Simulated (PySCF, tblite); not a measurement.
# C25H30S2: electronic excitations, NMR shifts, part 1 of 2

Aim: compute the electronic excitations, NMR shifts of C25H30S2.

Computed with tblite 0.8.0 and PySCF 2.14.0 and routines of our own; the level stands in each step. Atoms count from 0.

## Step 1: The starting structure

57 atoms, charge 0, multiplicity 1; geometry from: force field, distance geometry or constructed start.

## Step 2: Geometry optimisation with GFN2-xTB

What the job is given:

```
{"job": {"kind": "relax", "xc": "GFN2-xTB", "basis": "xTB"}, "charge": 0, "multiplicity": 1}
C     -2.778600    -0.275600    -2.090700
C     -2.805300    -0.307400     2.016200
C     -2.784700    -0.289400     0.500100
C     -2.806600     1.157800    -0.007400
C     -2.870200     1.134000    -1.517800
C      2.183900    -0.274600    -2.065700
C      3.423900    -0.995000    -0.035200
C      3.413300    -1.029500    -1.554600
C     -0.303200    -0.277200    -2.076100
C      0.932300    -0.983000    -0.027900
C      0.936200    -0.986700    -1.556600
C     -1.545900    -0.988900    -0.030500
C     -1.551600    -0.989500    -1.550300
C      2.197700    -0.299000     2.012300
C      2.181700    -0.273900     0.491000
C     -0.306100    -0.286400     2.028600
C     -0.305200    -0.267900     0.499100
C      0.943100    -0.987800     2.549700
C     -1.547300    -0.990900     2.556200
C      2.189800     1.165200     0.000500
C      2.245000     1.150900    -1.521100
C     -0.310200     1.174700     0.003100
C     -0.307500     1.141100    -1.509000
C      0.938200     1.894600     0.480700
C     -1.563600     1.896500     0.482500
S      0.954400     2.188100    -2.245300
S     -1.586600     2.191600    -2.239400
H     -2.730100    -0.224400    -3.157800
H     -3.660600    -0.825200    -1.817100
H     -3.666900    -0.842000     2.368000
H     -2.842100     0.695400     2.393700
H     -3.662700    -0.794300     0.134800
H     -3.678400     1.646900     0.380600
H     -3.711300     1.672500    -1.894800
H      2.187800    -0.257700    -3.138000
H      4.302600    -0.480000     0.302100
H      3.441000    -1.999100     0.344000
H      4.302000    -0.570200    -1.938100
H      3.369100    -2.053100    -1.892900
H     -0.310500    -0.256400    -3.145700
H      0.932000    -2.001200     0.315100
H      0.946400    -2.004200    -1.902000
H     -1.530800    -2.002600     0.306800
H     -1.544200    -2.003800    -1.908200
H      3.060500    -0.824200     2.359500
H      2.233500     0.709400     2.380200
H     -0.305600     0.721500     2.387000
H      0.947200    -0.931200     3.624300
H      0.940000    -2.016000     2.260900
H     -1.544700    -0.944500     3.627200
H     -1.538000    -2.030800     2.262900
H      3.063200     1.663300     0.379800
H      3.088700     1.688500    -1.900500
H      0.941600     2.895200     0.086600
H      0.952700     1.951900     1.554300
H     -1.571900     2.894600     0.088800
H     -1.566000     1.942000     1.550300
```

The run is started by

```sh
OMP_NUM_THREADS=2 python large_run.py task.json out
```

This one command runs all jobs of the session in turn.

Log:

```text
step      E/eV     max force
  0   -2054.01767    1.321
  1   -2054.27457    1.033
  2   -2054.42197    0.810
  3   -2054.66178    0.748
  4   -2054.76398    0.537
  5   -2054.83401    0.330
  6   -2054.87168    0.271
  7   -2054.90613    0.346
  8   -2054.92952    0.263
  9   -2054.94257    0.168
 10   -2054.94931    0.129
 11   -2054.95470    0.143
 12   -2054.95958    0.127
 13   -2054.96326    0.085
 14   -2054.96594    0.090
 15   -2054.96831    0.083
 16   -2054.97060    0.096
 17   -2054.97253    0.072
 18   -2054.97396    0.076
 19   -2054.97515    0.061
 20   -2054.97635    0.061
 21   -2054.97754    0.058
 22   -2054.97854    0.052
 23   -2054.97931    0.051
 24   -2054.97989    0.037
 25   -2054.98035    0.031
 26   -2054.98071    0.031
 27   -2054.98104    0.036
 28   -2054.98139    0.034
 29   -2054.98178    0.031
 30   -2054.98216    0.031
 31   -2054.98248    0.026
 32   -2054.98274    0.021
 33   -2054.98295    0.022
 34   -2054.98316    0.025
 35   -2054.98336    0.027
 36   -2054.98356    0.022
 37   -2054.98372    0.018
```

Run time: 1.9 s. Hardware: 2 threads of AMD EPYC 9R45, shared host; peak memory 0.16 GiB.

Relaxation path:

```csv
step,energy from step 0 (eV),largest force (eV/Å)
0,0.0000,1.3209
1,-0.2569,1.0332
2,-0.4043,0.8104
3,-0.6441,0.7479
4,-0.7463,0.5365
5,-0.8163,0.3304
6,-0.8540,0.2707
7,-0.8885,0.3459
8,-0.9118,0.2633
10,-0.9316,0.1284
12,-0.9419,0.1269
14,-0.9483,0.0905
17,-0.9549,0.0719
19,-0.9575,0.0614
21,-0.9599,0.0574
23,-0.9616,0.0516
26,-0.9630,0.0308
28,-0.9637,0.0344
30,-0.9645,0.0314
33,-0.9653,0.0224
34,-0.9655,0.0252
35,-0.9657,0.0274
36,-0.9659,0.0222
37,-0.9660,0.0187
```

Distances of close pairs at the start and the end, largest changes first:

```csv
bond,before (Å),after (Å),change (Å)
C21–C22,1.512,1.554,+0.041
C22–S25,1.797,1.833,+0.035
C3–C4,1.512,1.546,+0.034
C16–C21,1.525,1.557,+0.031
C15–C16,1.530,1.559,+0.029
C11–C12,1.520,1.546,+0.026
C8–H39,1.070,1.095,+0.026
C11–H42,1.068,1.093,+0.025
```

The final coordinates are the input of the step that follows.

## Step 3: Electronic excitations: TDDFT PBE0/6-31G*

What the job is given:

```
{"job": {"kind": "uv", "basis": "6-31G*", "grid": 1, "kgrid": 0, "vcut": 1.5, "nstates": 6, "ntriplets": 2, "tda": false, "delta": ["ip_vertical"], "pop": true, "xc": "PBE0"}, "charge": 0, "multiplicity": 1}
C     -2.830706    -0.277438    -2.134652
C     -2.821555    -0.369024     2.070452
C     -2.803218    -0.291380     0.532597
C     -2.842393     1.148967     0.005053
C     -2.992906     1.114295    -1.533455
C      2.246021    -0.263571    -2.080375
C      3.441805    -1.016720    -0.033873
C      3.429843    -1.077281    -1.566716
C     -0.307321    -0.193870    -2.107405
C      0.940388    -0.946551    -0.055796
C      0.947419    -0.911599    -1.596055
C     -1.553679    -0.957513    -0.053401
C     -1.556684    -0.929345    -1.598739
C      2.219681    -0.346913     2.047996
C      2.204493    -0.282354     0.506262
C     -0.302923    -0.292227     2.049066
C     -0.308086    -0.241085     0.490887
C      0.948568    -0.970647     2.608226
C     -1.541515    -0.983108     2.620751
C      2.213210     1.173301     0.004064
C      2.357302     1.152868    -1.530088
C     -0.315470     1.222511    -0.039196
C     -0.318001     1.231338    -1.592795
C      0.953922     1.929210     0.449336
C     -1.590444     1.919372     0.448291
S      1.078526     2.161917    -2.329348
S     -1.724653     2.155604    -2.319985
H     -2.772134    -0.185963    -3.221716
H     -3.699152    -0.899569    -1.908273
H     -3.672884    -0.967212     2.400434
H     -2.952038     0.628409     2.493707
H     -3.691870    -0.813422     0.167497
H     -3.714573     1.660724     0.426768
H     -3.947688     1.546123    -1.839827
H      2.258383    -0.224883    -3.174372
H      4.336199    -0.500597     0.321758
H      3.457404    -2.026232     0.382381
H      4.356770    -0.673022    -1.976588
H      3.336533    -2.107628    -1.913891
H     -0.307305    -0.185640    -3.202813
H      0.919612    -1.991702     0.264268
H      0.918361    -1.935115    -1.988764
H     -1.522641    -2.002390     0.267418
H     -1.512372    -1.955149    -1.981788
H      3.077789    -0.932850     2.384058
H      2.342369     0.654660     2.463309
H     -0.306120     0.726921     2.440623
H      0.947061    -0.874531     3.696373
H      0.925959    -2.038862     2.384961
H     -1.529830    -0.887645     3.708827
H     -1.511813    -2.050885     2.396523
H      3.080533     1.689177     0.431578
H      3.304536     1.597819    -1.842687
H      0.983227     2.943840     0.046199
H      0.945963     2.018527     1.534651
H     -1.626066     2.934788     0.048606
H     -1.584502     2.005200     1.533869
```

Method: TDDFT PBE0/6-31G*, vertical, gas phase, core orbitals frozen in the response, virtual orbitals cut by energy.

Log:

```text
start: PBE on a coarse grid of 44297 points
cycle   1  E = -1765.4809641568  dE =  4.119e+00  |g| = 9.918e-01  |ddm| = 7.654e+00
cycle   2  E = -1764.9630328855  dE =  5.179e-01  |g| = 1.749e+00  |ddm| = 3.965e+00
cycle   3  E = -1765.7255719150  dE = -7.625e-01  |g| = 4.101e-01  |ddm| = 3.108e+00
cycle   4  E = -1765.7627167175  dE = -3.714e-02  |g| = 1.118e-01  |ddm| = 7.507e-01
cycle   5  E = -1765.7653948606  dE = -2.678e-03  |g| = 3.851e-02  |ddm| = 1.737e-01
cycle   6  E = -1765.7657108604  dE = -3.160e-04  |g| = 1.698e-02  |ddm| = 7.989e-02
cycle   7  E = -1765.7657839485  dE = -7.309e-05  |g| = 2.888e-03  |ddm| = 2.629e-02
final grid: 185795 points
cycle   8  E = -1765.7134433816  dE = -1.243e-02  |g| = 5.743e-02  |ddm| = 8.193e-01
cycle   9  E = -1765.7122473672  dE =  1.196e-03  |g| = 9.156e-02  |ddm| = 1.899e-01
cycle  10  E = -1765.7142540167  dE = -2.007e-03  |g| = 1.383e-02  |ddm| = 1.444e-01
cycle  11  E = -1765.7142952048  dE = -4.119e-05  |g| = 3.864e-03  |ddm| = 2.392e-02
cycle  12  E = -1765.7142966115  dE = -1.407e-06  |g| = 1.132e-03  |ddm| = 6.502e-03
cycle  13  E = -1765.7142979630  dE = -1.352e-06  |g| = 4.627e-04  |ddm| = 2.335e-03
cycle  14  E = -1765.7142975718  dE =  3.913e-07  |g| = 7.291e-05  |ddm| = 6.637e-04
converged SCF energy = -1765.7142975718
Vertical ionisation energy (delta-SCF) = 7.3105 eV   <S^2> = 0.754

Static polarisability (au): isotropic 244.924, principal 208.079 253.109 273.583

Singlet excitations
state   eV       nm        f      main configurations
  1   4.9989    248.0   0.00001   H->L 0.90
  2   5.1528    240.6   0.00005   H-1->L 0.87
  3   5.8764    211.0   0.00121   H->L+1 0.88, H-1->L 0.09
  4   5.9476    208.5   0.00260   H-1->L+1 0.90
  5   6.5447    189.4   0.00005   H-2->L 0.98
  6   6.6646    186.0   0.00034   H->L+2 0.82, H->L+3 0.08

Triplet excitations (Tamm-Dancoff, eV): 4.5560 4.6414
```

Wall time 2.2 min (2 threads of AMD EPYC 9R45, shared host); peak memory 1.7 GiB.

The orbitals next to the gap, with their largest atomic shares:

```csv
orbital,eV,atoms
HOMO−4,-7.45,"C16 8 %, C9 7 %, C15 7 %"
HOMO−3,-7.12,"S25 11 %, C21 9 %, S26 9 %"
HOMO−2,-6.73,"C9 7 %, C16 6 %, C11 6 %"
HOMO−1,-5.85,"S26 44 %, S25 21 %, C8 6 %"
HOMO,-5.80,"S25 53 %, S26 31 %"
LUMO,0.80,"S26 27 %, S25 27 %, C22 13 %"
LUMO+1,1.39,"S26 23 %, C22 22 %, S25 20 %"
LUMO+2,1.82,"S25 5 %, H40 5 %, H42 4 %"
LUMO+3,2.38,"S25 11 %, C22 9 %, S26 8 %"
```

With each of the 6 states as a Gaussian band of 0.4 eV half-width at 1/e, the curve within the window shown has maxima at 209 nm (ε 150) L/(mol cm). Beyond the last state computed it falls off for lack of states. The curve at chosen wavelengths:

```json
{"nm": "178", "ε (L/mol/cm)": "9"}
{"nm": "182", "ε (L/mol/cm)": "15"}
{"nm": "186", "ε (L/mol/cm)": "21"}
{"nm": "190", "ε (L/mol/cm)": "31"}
{"nm": "194", "ε (L/mol/cm)": "51"}
{"nm": "199", "ε (L/mol/cm)": "92"}
{"nm": "203", "ε (L/mol/cm)": "128"}
{"nm": "207", "ε (L/mol/cm)": "151"}
{"nm": "211", "ε (L/mol/cm)": "151"}
{"nm": "215", "ε (L/mol/cm)": "131"}
{"nm": "219", "ε (L/mol/cm)": "100"}
{"nm": "223", "ε (L/mol/cm)": "68"}
{"nm": "227", "ε (L/mol/cm)": "42"}
{"nm": "232", "ε (L/mol/cm)": "21"}
{"nm": "236", "ε (L/mol/cm)": "12"}
{"nm": "240", "ε (L/mol/cm)": "7"}
{"nm": "244", "ε (L/mol/cm)": "4"}
{"nm": "248", "ε (L/mol/cm)": "3"}
{"nm": "252", "ε (L/mol/cm)": "2"}
{"nm": "256", "ε (L/mol/cm)": "2"}
{"nm": "260", "ε (L/mol/cm)": "1"}
{"nm": "265", "ε (L/mol/cm)": "1"}
{"nm": "269", "ε (L/mol/cm)": "0"}
{"nm": "273", "ε (L/mol/cm)": "0"}
{"nm": "277", "ε (L/mol/cm)": "0"}
{"nm": "281", "ε (L/mol/cm)": "0"}
```

Leading natural transition orbitals of singlet state 4: the hole lies on S26 35 %; S25 26 %; C8 6 %; the particle on C22 24 %; S25, S26 about 21 % each.

Leading natural transition orbitals of singlet state 1: the hole lies on S25, S26 about 39 % each; the particle on S25, S26 about 28 % each; C22 12 %; C4, C20 about 7 % each.

Ground-state properties from the same run:

```csv
property,computed
dipole moment (D),3.82
polarisability (Å³),36.29
HOMO–LUMO gap (eV),6.60
−ε(HOMO) (eV),5.80
```

Orbitals, density, ELF and potential are computed afterwards from the orbital file.

Frontier orbitals at PBE0/6-31G*, with the share of their density that lies nearest to each atom:

```csv
orbital,energy (eV),lies on
HOMO,-5.80,S25 48 %; S26 28 %
LUMO,0.80,"S25, S26 about 27 % each; C22 11 %; C4, C20 about 8 % each"
```

ELF in a plane through or near 13 of the atoms.

Ten even steps from ' ' (0.00) to '@' (1.00):
```
                                                        
                                                        
                      ..++--      ::..                  
                    ..%%@@@@::  @@@@@@..                
            ::%%##....**@@@@--..@@@@@@                  
            **@@@@##--++::++--::##%%++..::--::          
              ##@@####%%--%%##%%++--%%==##%%**::        
        ::--::  ..++++::..==****----**::==**::          
      ::##%%##==**++**==::++##**    ##@@##..            
        ++%%**::%%**%%##**%%::##****====++--            
          ..**##==  ::++++----========++==::            
      ##@@@@**++##++**++++::....::..                    
      @@@@@@%%##**--%%####++--**----**##--              
      ==%%##..--%%@@++..--==::==  --**##==              
              ##@@@@++  ==@@@@--  ::**==..              
              **@@@@::  --@@@@..  ::##++..              
                          ..        ....                
                                                        
                                                        
                                                        
```
The map spans 14.3 Å across and 12.9 Å up, centred on the molecule. Atoms in the plane (x, y in Å): C1 (3.0, 1.9), C2 (2.8, 0.4), C5 (-2.5, -1.8), C6 (-3.5, 0.4), C8 (0.1, -2.1), C16 (0.3, 0.5), C17 (-0.8, 2.8), C18 (1.7, 2.6), H34 (-2.6, -2.9), H37 (-4.6, -1.5), H44 (-2.9, 2.7), H47 (-0.7, 3.9), H49 (1.8, 3.7).

log10 of the density (e/Å³) in the same plane.

Ten even steps from '0' (-4.0) to '9' (1.4):
```
0000000000000000000000000000
0000000000011100010000000000
0000000000233322232100000000
0000001222456544554320000000
0000013444567655776433210000
0000024566678766776554320000
0000234677778777787776531000
0002445566666677667876431000
0013567777766777667775421000
0013567977777797778976431000
0013457766677666667765420000
0024677777777666666654320000
0124677779777777667765320000
0013455677666776667765421000
0001223567545775556654320000
0000012455444554455543210000
0000000222223333333321000000
0000000000000111111100000000
0000000000000000000000000000
0000000000000000000000000000
```
The map spans 14.3 Å across and 12.9 Å up, centred on the molecule. Atoms in the plane (x, y in Å): C1 (3.0, 1.9), C2 (2.8, 0.4), C5 (-2.5, -1.8), C6 (-3.5, 0.4), C8 (0.1, -2.1), C16 (0.3, 0.5), C17 (-0.8, 2.8), C18 (1.7, 2.6), H34 (-2.6, -2.9), H37 (-4.6, -1.5), H44 (-2.9, 2.7), H47 (-0.7, 3.9), H49 (1.8, 3.7).

On the surface of density 0.002 e/bohr³ the electrostatic potential runs, from the 1st to the 99th percentile, from -1.29 V near S25 to 0.70 V near H52.

(Continued in part 2 of 2.)
